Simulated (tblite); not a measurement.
# C4H14GaN: the cost of one run

Computed with tblite 0.8.0 and PySCF 2.14.0, with density-fitted response routines of our own, on a single molecule in the gas phase. Atoms count from 0, in the outputs and in this text.

### Step 1. The molecule as given

20 atoms, charge 0, multiplicity 1; geometry from: force field or distance geometry start.

Bonds of the start (Å): C0–Ga1 2.02, Ga1–N2 1.90, N2–C3 1.45, N2–C4 1.46, N2–C5 1.44, C0–H6 1.09, C0–H7 1.11, C0–H8 1.12, Ga1–H9 1.61, Ga1–H10 1.61, C3–H11 1.09, C3–H12 1.11, C3–H13 1.12, C4–H14 1.10, C4–H15 1.12, C4–H16 1.10, C5–H17 1.10, C5–H18 1.13, C5–H19 1.09.

### Step 2. Geometry optimisation with GFN2-xTB

Job settings and geometry (Å):

```
{"job": {"kind": "relax", "xc": "GFN2-xTB", "basis": "xTB"}, "charge": 0, "multiplicity": 1}
C      2.435200    -0.284700    -0.509600
Ga     0.978600    -0.700600     0.822300
N     -0.596000     0.067700     0.087800
C     -1.072400    -0.793700    -0.971400
C     -1.662400     0.231900     1.074300
C     -0.212500     1.379800    -0.368300
H      3.308600    -0.915900    -0.337100
H      2.016700    -0.447500    -1.522100
H      2.698800     0.800100    -0.431800
H      1.231300     0.033100     2.236900
H      0.734600    -2.280400     0.974500
H     -1.547800    -0.277800    -1.807600
H     -0.305100    -1.540600    -1.282100
H     -1.879900    -1.419500    -0.504000
H     -1.391600     1.029500     1.785700
H     -2.554000     0.574500     0.489600
H     -1.892900    -0.734000     1.545500
H      0.763700     1.397500    -0.883900
H     -0.096600     1.997300     0.570600
H     -0.961600     1.894200    -0.972200
```

Launch:

```console
OMP_NUM_THREADS=1 python probes_run.py task.json out
```

The driver reads the jobs from task.json and runs them one after another.

Q: Estimate the wall time of this first job on 1 thread of Arm Neoverse N1, shared host.

About 1.3 s.
